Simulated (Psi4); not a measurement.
**BLYP/def2-SVPD run of GeH4S (SMILES [H][Ge]([H])([H])[SH])**

What is the energy change on altering one bond length of GeH4S at BLYP/def2-SVPD? 

Program for the calculation: Psi4 1.11.

4 further runs of the same task are left out: 3 that didn't finish, 1 set aside as unsound or not needed.

## Step 1: The structure to begin with

GeH4S: 6 atoms, total charge 0, spin state singlet. As SMILES, `[H][Ge]([H])([H])[SH]`. Geometry: a GFN2-xTB relaxation, a rough one for these elements and not checked as a minimum.

Bond lengths: Ge1–S2 2.194 Å, S2–H3 1.327 Å, Ge1–H4 1.492 Å, Ge1–H5 1.501 Å, Ge1–H6 1.501 Å. Angles: Ge1–S2–H3 94.3°, S2–Ge1–H4 107.2°, S2–Ge1–H5 110.9°, S2–Ge1–H6 110.5°, H4–Ge1–H5 109.9°, H4–Ge1–H6 109.6°, H5–Ge1–H6 108.7°.

## Step 2: The energy at BLYP/def2-SVPD

input.json reads:

```json
{
 "schema_name": "qcschema_input",
 "schema_version": 1,
 "molecule": {
  "schema_name": "qcschema_molecule",
  "schema_version": 2,
  "symbols": ["Ge", "S", "H", "H", "H", "H"],
  "geometry": [0.38004282, -0.02037125, -0.95066452, 0.49216027, 0.04062911, 3.19393951, -2.00195696, 0.10195072, 3.45075329, 3.05001797, -0.04404952, -1.85641025, -0.96077456, 2.26600839, -1.96215933, -0.95950844, -2.34418636, -1.87545869],
  "molecular_charge": 0,
  "molecular_multiplicity": 1,
  "fix_symmetry": "c1"
 },
 "driver": "energy",
 "model": {
  "method": "blyp",
  "basis": "def2-SVPD"
 },
 "keywords": {
  "puream": true,
  "e_convergence": 1e-09,
  "d_convergence": 1e-08,
  "scf_type": "pk",
  "dft_radial_points": 99,
  "dft_spherical_points": 590,
  "scf_properties": ["WIBERG_LOWDIN_INDICES", "MAYER_INDICES", "MULLIKEN_CHARGES"]
 }
}
```

On the command line:

```sh
$ psi4 --qcschema input.json -n 1 --memory 1600MB
```

stdout:

```text
[...]
  Running in c1 symmetry.
[...]
  Nuclear repulsion =  179.626303445736170
[...]
  Multiplicity = 1
[...]
  Nalpha       = 26
  Nbeta        = 26
[...]
    Number of basis functions: 97
[...]
   @RKS iter   1: -2475.65394242118373   -1.40735e+00   2.64410e-02 DIIS/ADIIS
[...]
   @RKS iter  13: -2477.26243706888090    2.72848e-12   1.29175e-09 DIIS
[...]
    Orbital Energies [Eh]
    ---------------------
    Doubly Occupied:
       1A   -397.162274     2A    -88.105570     3A    -49.189835
       4A    -43.827838     5A    -43.826992     6A    -43.826831
       7A     -7.679866     8A     -5.980252     9A     -5.715428
      10A     -5.712501    11A     -5.705631    12A     -4.203808
      13A     -4.200568    14A     -4.200106    15A     -1.113529
      16A     -1.112222    17A     -1.111620    18A     -1.108555
      19A     -1.108534    20A     -0.667957    21A     -0.506896
      22A     -0.374201    23A     -0.320156    24A     -0.314458
      25A     -0.289636    26A     -0.220772
[...]
  @RKS Final Energy: -2477.26243706888090
   => Energetics <=
    Nuclear Repulsion Energy =            179.6263034457361698
    One-Electron Energy =               -3803.6714592277144220
    Two-Electron Energy =                1253.0043156535332400
    DFT Exchange-Correlation Energy =    -106.2215969404359015
    Empirical Dispersion Energy =           0.0000000000000000
    VV10 Nonlocal Energy =                  0.0000000000000000
    Total Energy =                      -2477.2624370688808995
[...]
 Multipole Moments:
 ------------------------------------------------------------------------------------
     Multipole            Electronic (a.u.)      Nuclear  (a.u.)        Total (a.u.)
 ------------------------------------------------------------------------------------
 L = 1.  Multiply by 2.5417464519 to convert [e a0] to [Debye]
 Dipole X            :          0.8900347           -1.1536466           -0.2636119
 Dipole Y            :         -0.0817976            0.0854362            0.0036386
 Dipole Z            :         -4.8070191            4.4447743           -0.3622448
 Magnitude           :                                                    0.4480243
[...]
  Mulliken Charges: (a.u.)
   Center  Symbol    Alpha    Beta     Spin     Total
       1    GE    16.20288 16.20288  0.00000 -0.40576
       2     S     8.19550  8.19550  0.00000 -0.39101
       3     H     0.41909  0.41909  0.00000  0.16181
       4     H     0.39469  0.39469  0.00000  0.21061
       5     H     0.39409  0.39409  0.00000  0.21182
       6     H     0.39374  0.39374  0.00000  0.21253
   Total alpha = 26.00000, Total beta = 26.00000, Total charge = -0.00000
  Mayer Bond Indices:
[...]
```

The result, in JSON:

```text
{
 "driver": "energy",
 "model": {
  "method": "blyp",
  "basis": "def2-SVPD"
 },
 "success": true,
 "return_result": -2477.262437068881,
 "properties": {
  "calcinfo_nbasis": 97,
  "calcinfo_nmo": 97,
  "calcinfo_nalpha": 26,
  "calcinfo_nbeta": 26,
  "calcinfo_natom": 6,
  "nuclear_repulsion_energy": 179.62630344573617,
  "return_energy": -2477.262437068881,
  "scf_one_electron_energy": -3803.6714592277144,
  "scf_two_electron_energy": 1253.0043156535332,
  "scf_xc_energy": -106.2215969404359,
  "scf_dipole_moment": [-0.2636118510161668, 0.0036385728654716315, -0.36224481663730046],
  "scf_total_energy": -2477.262437068881,
  "scf_iterations": 13
 }
}
```

Wall time 14 s (1 thread of Intel Xeon 6975P-C (Granite Rapids), shared host); peak memory 0.81 GiB.

## Step 3: The distorted shape at the same level

input.inp reads:

```
memory 1.6 GB

molecule {
  0 1
  Ge     1.45168761     1.83868651    -0.21082730
  S      1.56380506     1.89968687     3.93377673
  H     -0.93031217     1.96100848     4.19059051
  H      4.12166275     1.81500824    -1.11657303
  H      0.11087023     4.12506615    -1.22232210
  H     -0.95950844    -2.34418636    -1.87545869
  units bohr
  symmetry c1
  no_reorient
  no_com
}

set puream true
set e_convergence 1e-09
set d_convergence 1e-08
set scf_type pk
set dft_radial_points 99
set dft_spherical_points 590

energy_value, wavefunction = energy('blyp/def2-SVPD', return_wfn=True)
oeprop(wavefunction, 'MULLIKEN_CHARGES', 'QUADRUPOLE', 'WIBERG_LOWDIN_INDICES')
```

On the command line:

```sh
$ psi4 -i input.inp -o input.out -n 1
```

input.out, shortened:

```text
[...]
  Running in c1 symmetry.
[...]
  Nuclear repulsion =  173.783827633749780
[...]
  Multiplicity = 1
[...]
  Nalpha       = 26
  Nbeta        = 26
[...]
    Number of basis functions: 97
[...]
   @RKS iter   1: -2475.21019200457431   -1.19361e+00   2.68019e-02 DIIS/ADIIS
[...]
   @RKS iter  15: -2477.16838954418336   -7.27596e-12   5.94326e-09 DIIS
[...]
  @RKS Final Energy: -2477.16838954418336
   => Energetics <=
    Nuclear Repulsion Energy =            173.7838276337497803
    One-Electron Energy =               -3790.9498251778150006
    Two-Electron Energy =                1246.0812704403481348
    DFT Exchange-Correlation Energy =    -106.0836624404661279
    Empirical Dispersion Energy =           0.0000000000000000
    VV10 Nonlocal Energy =                  0.0000000000000000
    Total Energy =                      -2477.1683895441833556
[...]
 Multipole Moments:
 ------------------------------------------------------------------------------------
     Multipole            Electronic (a.u.)      Nuclear  (a.u.)        Total (a.u.)
 ------------------------------------------------------------------------------------
 L = 1.  Multiply by 2.5417464519 to convert [e a0] to [Debye]
 Dipole X            :        -73.7298511           73.8175969            0.0877458
 Dipole Y            :        -94.1271944           94.7898548            0.6626604
 Dipole Z            :        -56.0233938           56.1701908            0.1467970
 Magnitude           :                                                    0.6843738
 L = 2.  Multiply by 1.3450342976 to convert [e a0^2] to [Debye ang]
 Quadrupole XX       :       -149.7504563          125.3510148          -24.3994415
 Quadrupole XY       :       -141.5895939          141.3093041           -0.2802899
[...]
  Mulliken Charges: (a.u.)
   Center  Symbol    Alpha    Beta     Spin     Total
       1    GE    16.05992 16.05992  0.00000 -0.11984
       2     S     8.16962  8.16962  0.00000 -0.33925
       3     H     0.41252  0.41252  0.00000  0.17497
       4     H     0.41269  0.41269  0.00000  0.17461
       5     H     0.41361  0.41361  0.00000  0.17279
       6     H     0.53164  0.53164  0.00000 -0.06328
   Total alpha = 26.00000, Total beta = 26.00000, Total charge = -0.00000
  Wiberg Bond Indices using Orthogonal Lowdin Orbitals:
[...]
```

It took 16 s on 1 thread of Intel Xeon 6975P-C (Granite Rapids), shared host; peak memory 0.79 GiB.

## Step 4: What came out

At BLYP/def2-SVPD:

| quantity | value |
| --- | --- |
| first shape: total energy | -2477.26244 Eh |
| first shape: dipole moment | 1.14 D |
| first shape: HOMO energy | -6.01 eV |
| first shape: LUMO energy | -0.96 eV |
| first shape: HOMO–LUMO gap | 5.05 eV |
| distorted shape: total energy | -2477.16839 Eh |
| distorted shape: dipole moment | 1.74 D |
| distorted shape: HOMO energy | -5.82 eV |
| distorted shape: LUMO energy | -3.56 eV |
| distorted shape: HOMO–LUMO gap | 2.26 eV |
| energy change with the Ge1–H6 bond stretched from 1.501 to 2.702 Å | 2.559 eV |

One bond (distorted shape) is far stretched, which a spin-restricted single reference describes badly; a broken-symmetry solution may lie lower. With the Ge1–H6 bond stretched from 1.501 to 2.702 Å the energy rises by 2.56 eV (247 kJ/mol). The first shape isn't relaxed at this level, so the change isn't measured from a minimum. A restricted reference can't describe the breaking bond well at this length.
